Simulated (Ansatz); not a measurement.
# K: straining the crystal, equal strain of all cell vectors

Aim: apply equal strain of all cell vectors to K from -4.5 to +4.5 %, where the shape is held and the atoms relax, and follow energy, stress and any gap.

Program: Ansatz 0.2.0. Level of theory: DFT PBEsol, scalar-relativistic, plane waves, PAW. These are calculated values, not measurements.

2 further runs of the same task are left out: 2 set aside as unsound or not needed.

## Step 1: Starting point

Symmetry: Im-3m, No. 229, cubic system. The conventional cell has a = 5.236 Å, b = 5.236 Å, c = 5.236 Å, α = 90.00°, β = 90.00°, γ = 90.00°.

Coordinates:

```cif
data_structure
_symmetry_space_group_name_H-M 'P 1'
_symmetry_Int_Tables_number 1
_cell_length_a 5.2360
_cell_length_b 5.2360
_cell_length_c 5.2360
_cell_angle_alpha 90.000
_cell_angle_beta 90.000
_cell_angle_gamma 90.000
_cell_volume 143.55
loop_
_atom_site_label
_atom_site_type_symbol
_atom_site_fract_x
_atom_site_fract_y
_atom_site_fract_z
_atom_site_occupancy
K1 K 0.00000 0.00000 0.00000 1
K2 K 0.50000 0.50000 0.50000 1
```

## Step 2: Reference cell for the strains

Contents of input.yaml:

```yaml
crystal:
  lattice:
    - [5.236, 0.0, 0.0]
    - [0.0, 5.236, 0.0]
    - [0.0, 0.0, 5.236]
  atoms:
    - { symbol: K, position: [0.0, 0.0, 0.0] }
    - { symbol: K, position: [0.5, 0.5, 0.5] }
basis:
  ecutwfc: 420
kpoints:
  mp_grid: { grid: [10, 10, 10] }
hamiltonian:
  xc: pbesol
scf:
  occupations: { method: gaussian, width: 0.1 }
output:
  forces: true
  stress: true
  eigenvalues: true
  write_density: true
  write_potential: true
  elf: true
  volumetric_format: npy
```

Run with:

```sh
ansatz run input.yaml --threads 1 --pin off --max-ram 2560MiB --backend cpu --events-out ev --progress --plain --runs-dir out
```

The session goes on with these runs: strain -1.5 %; At +1.5 %; At -3.0 %; At +3.0 %; strain -4.5 %; At +4.5 %.

Before running it: what results should come out? Wanted: (1/V) d²E/dε² at zero strain, cubic fit.

The runs gave:

| quantity | value |
| --- | --- |
| largest energy cost | 15.8 meV/atom at +4.5 % |
| (1/V) d²E/dε² at zero strain, cubic fit | 33 GPa |

**Reading.** From the curvature follows nine times the bulk modulus at fixed shape: 33 GPa. Compression by 4.5 % costs 13.8 meV/atom and stretching 15.8.
